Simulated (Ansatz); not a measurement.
# H9NOSi3: the cost of one run

All numbers below are computed with Ansatz 0.2.0 (RKS LDA/cc-pVDZ).

### 1 The starting structure

Bond lengths: O1–Si2 1.623 Å, Si2–N3 1.656 Å, N3–Si4 1.765 Å, Si4–Si5 2.326 Å, O1–H6 0.999 Å, Si2–H7 1.467 Å, Si2–H8 1.453 Å, N3–H9 1.056 Å, Si4–H10 1.431 Å, Si4–H11 1.497 Å, Si5–H12 1.519 Å, Si5–H13 1.532 Å, Si5–H14 1.442 Å. Angles (14 of 22 angles, heavy atoms first): O1–Si2–N3 100.6°, Si2–N3–Si4 114.0°, N3–Si4–Si5 115.4°, O1–Si2–H7 112.2°, O1–Si2–H8 110.6°, N3–Si2–H7 108.8°, N3–Si2–H8 108.9°, Si2–O1–H6 114.6°, Si2–N3–H9 109.7°, Si4–N3–H9 107.1°, N3–Si4–H10 104.9°, N3–Si4–H11 103.9°, Si5–Si4–H10 112.2°, Si5–Si4–H11 111.5°.

Structure file:

```xyz
14

O    -2.3712   -0.2637    2.0410
Si   -1.5467   -0.5765    0.6789
N    -0.0021   -0.2455    1.1752
Si    1.2159   -0.4483   -0.0864
Si    1.1771    1.1513   -1.7748
H    -2.1080    0.5835    2.5006
H    -1.9005    0.3433   -0.4079
H    -1.6392   -1.9861    0.3371
H     0.2625   -0.8895    1.9690
H     2.4665   -0.4703    0.6087
H     0.9505   -1.8199   -0.6241
H     1.4011    2.5236   -1.1643
H    -0.1638    1.1775   -2.5160
H     2.2449    0.8914   -2.7083
```

### 2 End point A

input.yaml reads:

```yaml
crystal:
  periodic: [false, false, false]
  atoms:
    - { symbol: O, position_ang: [-2.3712, -0.2637, 2.041] }
    - { symbol: Si, position_ang: [-1.5467, -0.5765, 0.6789] }
    - { symbol: "N", position_ang: [-0.0021, -0.2455, 1.1752] }
    - { symbol: Si, position_ang: [1.2159, -0.4483, -0.0864] }
    - { symbol: Si, position_ang: [1.1771, 1.1513, -1.7748] }
    - { symbol: H, position_ang: [-2.108, 0.5835, 2.5006] }
    - { symbol: H, position_ang: [-1.9005, 0.3433, -0.4079] }
    - { symbol: H, position_ang: [-1.6392, -1.9861, 0.3371] }
    - { symbol: H, position_ang: [0.2625, -0.8895, 1.969] }
    - { symbol: H, position_ang: [2.4665, -0.4703, 0.6087] }
    - { symbol: H, position_ang: [0.9505, -1.8199, -0.6241] }
    - { symbol: H, position_ang: [1.4011, 2.5236, -1.1643] }
    - { symbol: H, position_ang: [-0.1638, 1.1775, -2.516] }
    - { symbol: H, position_ang: [2.2449, 0.8914, -2.7083] }
basis:
  gaussian: { orbitals: cc-pVDZ }
hamiltonian:
  xc: lda
relax:
  f_tol: 0.02
  max_steps: 50
```

Run with:

```
$ ansatz run input.yaml --threads 2 --pin off --max-ram 3072MiB --backend cpu --events-out ev --progress --plain --runs-dir out
```

**Question.** How long does this run take on 2 threads of AMD EPYC, shared host, and how much memory does it need?

About 1.7 min, with a peak of 0.21 GiB.
